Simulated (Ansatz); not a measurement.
# C6H14S: how energies converge with the basis set

Aim: see how fast density functionals converge with the basis set for C6H14S.

Method: one geometry, several basis sets; program: Ansatz 0.2.0, Gaussian basis.

Levels to be run: PBE0-D4/def2-SVP; ωB97M-V/def2-SVP; PBE0-D4/def2-QZVPP; ωB97M-V/def2-QZVPP; the functionals' def2-TZVPP values are taken from earlier runs.

## 1. The geometry

An earlier PBE0-D4 in a triple-zeta def2 set relaxation fixed the geometry.

21 atoms, charge 0, spin multiplicity 1.

Atoms are counted from 1 here; the program's logs count them from 0.

Bond lengths: C1–C2 1.521 Å, C1–H8 1.093 Å, C1–H9 1.094 Å, C1–H10 1.092 Å, C2–C3 1.523 Å, C2–H11 1.097 Å, C2–H12 1.095 Å, C3–C4 1.519 Å, C3–H13 1.095 Å, C3–H14 1.097 Å, C4–C5 1.520 Å, C4–H15 1.098 Å, C4–H16 1.094 Å, C5–S6 1.807 Å, C5–H17 1.094 Å, C5–H18 1.094 Å, S6–C7 1.796 Å, C7–H19 1.092 Å and more. Angles: C2–C1–H8 112.0°, C2–C1–H9 110.9°, C2–C1–H10 111.2°, H8–C1–H9 107.6°, H8–C1–H10 107.3°, H9–C1–H10 107.7°, C1–C2–C3 113.9°, C1–C2–H11 109.6°, C1–C2–H12 108.9°, C3–C2–H11 109.5°, C3–C2–H12 108.6°, H11–C2–H12 106.0°, C2–C3–C4 114.1°, C2–C3–H13 109.6°, C2–C3–H14 109.2°, C4–C3–H13 109.0°, C4–C3–H14 108.6°, H13–C3–H14 106.1° and more.

## 2. PBE0-D4 in def2-SVP

in.yaml reads:

```yaml
crystal:
  periodic: [false, false, false]
  atoms:
    - {symbol: C, position_ang: [1.763726, -1.446707, -1.131645]}
    - {symbol: C, position_ang: [0.780258, -2.097327, -0.171489]}
    - {symbol: C, position_ang: [0.005264, -1.105110, 0.685537]}
    - {symbol: C, position_ang: [-0.949040, -0.221258, -0.099397]}
    - {symbol: C, position_ang: [-1.704327, 0.780599, 0.759058]}
    - {symbol: S, position_ang: [-0.687857, 2.025058, 1.585010]}
    - {symbol: C, position_ang: [-0.104902, 2.962492, 0.167987]}
    - {symbol: H, position_ang: [1.259126, -0.826001, -1.875886]}
    - {symbol: H, position_ang: [2.470278, -0.808448, -0.592831]}
    - {symbol: H, position_ang: [2.342325, -2.197598, -1.674555]}
    - {symbol: H, position_ang: [0.076359, -2.722266, -0.734248]}
    - {symbol: H, position_ang: [1.326262, -2.778450, 0.489262]}
    - {symbol: H, position_ang: [0.707253, -0.470579, 1.237468]}
    - {symbol: H, position_ang: [-0.568534, -1.653230, 1.442277]}
    - {symbol: H, position_ang: [-1.687102, -0.849724, -0.614115]}
    - {symbol: H, position_ang: [-0.411664, 0.313604, -0.888367]}
    - {symbol: H, position_ang: [-2.223091, 0.268022, 1.574803]}
    - {symbol: H, position_ang: [-2.466897, 1.299046, 0.170442]}
    - {symbol: H, position_ang: [-0.942031, 3.337726, -0.424888]}
    - {symbol: H, position_ang: [0.562503, 2.376786, -0.466059]}
    - {symbol: H, position_ang: [0.452092, 3.813367, 0.561615]}
basis:
  gaussian: {orbitals: def2-SVP}
hamiltonian: {xc: pbe0, dispersion: d4}
output: {orbitals: {seedname: orbitals}}
```

On the command line:

```console
ansatz run in.yaml --threads 2 --pin off --events-out ev --progress --plain --max-ram 32768MiB --backend cpu
```

After this run come: ωB97M-V in def2-SVP; PBE0-D4 in def2-QZVPP; ωB97M-V in def2-QZVPP.

Before running them: what should the planned runs give, taken together? Wanted: PBE0-D4: double and triple zeta above quadruple; ωB97M-V: double and triple zeta above quadruple.

**Answer**, as computed:

| quantity | value |
| --- | --- |
| PBE0-D4: double and triple zeta above quadruple | 11.44, 0.70 eV |
| ωB97M-V: double and triple zeta above quadruple | 11.88, 0.68 eV |

**Reading.** PBE0-D4 gains 10.74 eV from double to triple zeta, then 0.70 eV more. These are total energies; as a rule much of such shifts cancels in differences, which this series doesn't test. The LUMO of ωB97M-V is positive and keeps falling with the basis (3.17 to 1.74 eV): an unbound level that the basis holds in place.
